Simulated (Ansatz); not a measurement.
# GeHNO: the cost of one run

Program: Ansatz 0.2.0, Gaussian basis. Level of theory: cc-pVTZ, core rule «outside noble gas», up to 16 orbitals frozen. These are calculated values, not measurements.

Plan: UHF; CCSD(T) on RHF; CCSD(T) on UHF; BCCD(T) on RHF; CCSDT(Q) on RHF.

### Step 1. The geometry

The geometry is a PBE0/def2-TZVP stationary point (not a proven minimum). No spin-orbit coupling is included. The filled d shell of Ge may be among the frozen orbitals whatever the setting's name suggests.

4 atoms, charge 0, spin multiplicity 1.

Atoms are counted from 1 here; the program's logs count them from 0.

Bond lengths: Ge1–O2 1.893 Å, Ge1–H4 1.590 Å, O2–N3 1.176 Å. Angles: O2–Ge1–H4 85.1°, Ge1–O2–N3 171.0°.

### Step 2. UHF

File in.yaml:

```yaml
crystal:
  periodic: [false, false, false]
  atoms:
    - {symbol: Ge, position_ang: [0.000000, -0.034402, 0.705336]}
    - {symbol: O, position_ang: [0.000000, 0.083408, -1.183652]}
    - {symbol: N, position_ang: [0.000000, -0.028781, -2.354015]}
    - {symbol: H, position_ang: [0.000000, 1.555244, 0.668777]}
basis:
  gaussian: {orbitals: cc-pVTZ}
magnetization: {spin_polarized: true, initial_magnetization: 0}
hamiltonian: {xc: hf}
output: {orbitals: {seedname: orbitals}}
```

Launch:

```console
$ ansatz run in.yaml --threads 1 --pin off --events-out ev --progress --plain --max-ram 4096MiB --backend cpu
```

What time and memory should one allow on 1 thread of AMD EPYC 7R13, shared host?

About 24 s, with a peak of 0.4 GiB.
